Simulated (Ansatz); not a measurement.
Crystal: Ca3ZnSe4.

```
Se Zn Ca
1.0
     6.38183    0.00000    0.00000
     0.00000    6.38183    0.00000
     0.00000    0.00000    6.38183
Se Zn Ca
4 1 3
Direct
  0.23009 0.23009 0.23009
  0.23009 0.76991 0.76991
  0.76991 0.23009 0.76991
  0.76991 0.76991 0.23009
  0.00000 0.00000 0.00000
  0.50000 0.00000 0.50000
  0.50000 0.50000 0.00000
  0.00000 0.50000 0.50000
```

The cell comes from a database or a generator and needn't be the stable form of this composition.

```yaml
Program: Ansatz 0.2.0
Task: single point
Functional: PBE
Potentials_or_basis: Ansatz PAW
Cutoff: "420 eV (not typed: the program's choice for these potentials)"
k_mesh: 4 × 4 × 4
Occupations: fermi-dirac, width 0.05 eV
Spin: no spin polarisation
```

On this cell: pressure -0.1 GPa; largest force 0.024 eV/Å; band gap on the k mesh 2.04 eV, indirect (least direct gap 2.10 eV).

The same run follows on a disturbed copy (atoms moved at random, drawn with an rms of 0.05 Å):

```
Se Zn Ca
1.0
     6.38183    0.00000    0.00000
     0.00000    6.38183    0.00000
     0.00000    0.00000    6.38183
Se Zn Ca
4 1 3
Direct
  0.22981 0.22657 0.23162
  0.23268 0.76145 0.76928
  0.77362 0.22909 0.76265
  0.77050 0.76856 0.22373
  0.00666 0.00425 0.99460
  0.49787 0.00442 0.49772
  0.49933 0.49514 0.01175
  0.99363 0.49989 0.49566
```

Task: What changes?

Result: The energy moves by +5.1 meV/atom; pressure -0.1 GPa; largest force 0.389 eV/Å; band gap on the k mesh 2.01 eV, indirect (least direct gap 2.05 eV).

Forces in eV/Å, atoms in the order of the input:
```
Se  -0.157  0.036 -0.021
Se   0.008  0.114  0.005
Se  -0.119  0.009  0.248
Se   0.000  0.220  0.078
Zn  -0.082 -0.188 -0.076
Ca   0.106 -0.314  0.108
Ca   0.091  0.019 -0.378
Ca   0.153  0.105  0.035
```

Stress tensor (GPa, compression positive):
```
-0.08  0.35  0.31
 0.35 -0.07 -0.29
 0.31 -0.29 -0.10
```

A k mesh can miss the band edges.
